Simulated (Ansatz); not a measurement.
# CH2AlClS: ionisation energy by level of theory

One table from this session's results is given with a row withheld; the runs are named, their logs left out.

Computed with Ansatz 0.2.0, Gaussian basis. Level: unrestricted cation, the program's frozen cores in correlated methods.

Levels to be run: UKS PBE-D4/def2-TZVPP; UKS r2SCAN-D4/def2-TZVPP; UKS PBE0-D4/def2-TZVPP; UKS B3LYP-D4/def2-TZVPP; UKS wB97X-V/def2-TZVPP; UKS wB97M-V/def2-TZVPP; UKS B2PLYP/def2-TZVPP; UHF-CCSD(T)/def2-TZVPP; UHF-MP2/def2-QZVPP; extrapolation to the limit; then −ε(HOMO) from the neutral's earlier runs with LDA (SPW92), PBE-D4, revPBE-D4, BLYP-D4, r2SCAN-D4, B97M-V, PBE0-D4, B3LYP-D4, r2SCANh-D4, r2SCAN0-D4, HSE06-D4, BHLYP-D4, CAM-B3LYP-D4, LC-ωPBE, ωB97X-V, ωB97M-V.

## The relaxed structure

The geometry comes from an earlier relaxation with PBE0-D4 in a triple-zeta def2 set; it is a stationary point.

6 atoms, charge 0, spin multiplicity 1.

Atoms are counted from 1 here; the program's logs count them from 0.

Bond lengths: Cl1–Al2 2.068 Å, Al2–C3 1.898 Å, Al2–S4 2.102 Å, C3–S4 1.933 Å, C3–H5 1.087 Å, C3–H6 1.087 Å. Angles: Cl1–Al2–C3 153.7°, Cl1–Al2–S4 148.8°, C3–Al2–S4 57.5°, Al2–C3–S4 66.6°, Al2–C3–H5 122.8°, Al2–C3–H6 122.8°, S4–C3–H5 110.8°, S4–C3–H6 110.8°, H5–C3–H6 111.5°, Al2–S4–C3 55.9°.

Set-up of the first run:

Input file in.yaml:

```yaml
crystal:
  periodic: [false, false, false]
  atoms:
    - {symbol: Cl, position_ang: [-1.244978, -2.696171, 0.707940]}
    - {symbol: Al, position_ang: [-0.539067, -0.882036, 0.011069]}
    - {symbol: C, position_ang: [0.532687, 0.680386, 0.118356]}
    - {symbol: S, position_ang: [-0.559928, 0.605695, -1.474398]}
    - {symbol: H, position_ang: [1.588832, 0.689716, -0.138817]}
    - {symbol: H, position_ang: [0.264653, 1.538308, 0.729750]}
basis:
  gaussian: {orbitals: def2-TZVPP}
total_charge: 1
magnetization: {spin_polarized: true, initial_magnetization: 1}
hamiltonian: {xc: pbe, dispersion: d4}
```

Launch:

```
> ansatz run in.yaml --threads 2 --pin off --events-out ev --progress --plain --max-ram 4352MiB
```

Steps of the session up to this table: Cation, UKS PBE-D4/def2-TZVPP; Cation, UKS r2SCAN-D4/def2-TZVPP; Cation, UKS PBE0-D4/def2-TZVPP; Cation, UKS B3LYP-D4/def2-TZVPP; Cation, UKS wB97X-V/def2-TZVPP; Cation, UKS wB97M-V/def2-TZVPP; Cation, UKS B2PLYP (frozen core)/def2-TZVPP; Cation, UHF-CCSD(T)/def2-TZVPP; Cation, UHF-MP2/def2-QZVPP.

One of the session's tables, all rows but one given; the rest of the session is left out.

It belongs to the step «Ionisation energies side by side». Orbital estimates, from the neutral's runs:

```
  functional  −ε(HOMO) (eV)
 LDA (SPW92)           6.12
      PBE-D4           5.99
   revPBE-D4           5.93
     BLYP-D4           5.80
   r2SCAN-D4           6.22
      B97M-V              ?
     PBE0-D4           7.14
    B3LYP-D4           6.89
  r2SCANh-D4           6.64
  r2SCAN0-D4           7.29
    HSE06-D4           6.74
    BHLYP-D4           8.14
CAM-B3LYP-D4           8.42
     LC-ωPBE           9.81
     ωB97X-V           9.45
     ωB97M-V           9.28
```

Estimate the missing values for B97M-V.

**Answer.** −ε(HOMO) (eV): 6.25. In the column «−ε(HOMO) (eV)» it lies between r2SCAN-D4 (6.22) and r2SCANh-D4 (6.64).
